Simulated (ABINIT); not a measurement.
The system is TaAs.

```xyz
4
Lattice="-1.7218 1.7218 5.8679 1.7218 -1.7218 5.8679 1.7218 1.7218 -5.8679" Properties=species:S:1:pos:R:3 pbc="T T T"
Ta    0.0000    0.0000    5.8676
Ta    1.7218    0.0000    2.9336
As    0.0000    0.0000    0.9698
As    0.0000    1.7218    3.9037
```

The cell is a database's computed one.

Base run:

- Program: ABINIT 10.8.3 (patched build)
- Functional: PBE
- Potentials or basis: JTH PAW PBE v2.0
- Cutoff: 517 eV
- k mesh: 11 × 11 × 11
- Occupations: fermi-dirac, width 0.05 eV
- Spin: no spin polarisation

Its results: band gap on the k mesh none (metal or under the smearing width); pressure 2.1 GPa; largest force 0.026 eV/Å.

Problem. After a change of settings the same cell gave: band gap on the k mesh 0.06 eV, direct; pressure 2.1 GPa; largest force 0.029 eV/Å. Which change was it?
A. functional from PBE to PBEsol; k mesh from 11 × 11 × 11 to 4 × 4 × 4
B. functional from PBE to PBEsol
C. k mesh from 11 × 11 × 11 to 7 × 7 × 7
D. functional from PBE to PBEsol; k mesh from 11 × 11 × 11 to 7 × 7 × 7

Solution. C.

Caveats: spin-orbit coupling is left out, which moves the levels of the heavy elements (some runs); an odd mesh through Γ misses points on the zone boundary, where band edges often lie (some runs).

Not every run made on this cell is shown here.
